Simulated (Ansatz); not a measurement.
# FHISi: the cost of one run

Method: BLYP-D4/def2-SVP; program: Ansatz 0.2.0, Gaussian basis.

### Step 1. The system as given

SMILES `F[SiH+]I`, 4 atoms, charge 1, spin multiplicity 1.

Atoms are counted from 1 here; the program's logs count them from 0.

Bond lengths: F1–Si2 1.564 Å, Si2–I3 2.378 Å, Si2–H4 1.443 Å. Angles: F1–Si2–I3 115.0°, F1–Si2–H4 110.6°, I3–Si2–H4 134.4°.

Coordinates:

```xyz
4

F    -1.2282   -0.2901    0.9242
Si   -0.1283    0.1056   -0.1143
I     2.0468   -0.7348    0.3547
H    -0.6903    0.9193   -1.1646
```

### Step 2. The run

The input, md/in.yaml:

```yaml
crystal:
  periodic: [false, false, false]
  atoms:
    - {symbol: F, position_ang: [-1.228230, -0.290090, 0.924190]}
    - {symbol: Si, position_ang: [-0.128250, 0.105590, -0.114280]}
    - {symbol: I, position_ang: [2.046800, -0.734820, 0.354730]}
    - {symbol: H, position_ang: [-0.690330, 0.919320, -1.164640]}
basis:
  gaussian: {orbitals: def2-SVP}
total_charge: 1
hamiltonian: {xc: {name: BLYP}, dispersion: d4}
md: {n_steps: 80, timestep: 0.75, temperature: 300, ensemble: nve, seed: 11, initial_velocities: maxwell_boltzmann}
```

On the command line:

```
> ansatz run in.yaml --threads 2 --pin off --events-out ev --progress --plain --max-ram 3481MiB
```

What time and memory should one allow on 2 threads of AMD EPYC 9R45, shared host?

About 23 s, with a peak of 0.13 GiB.
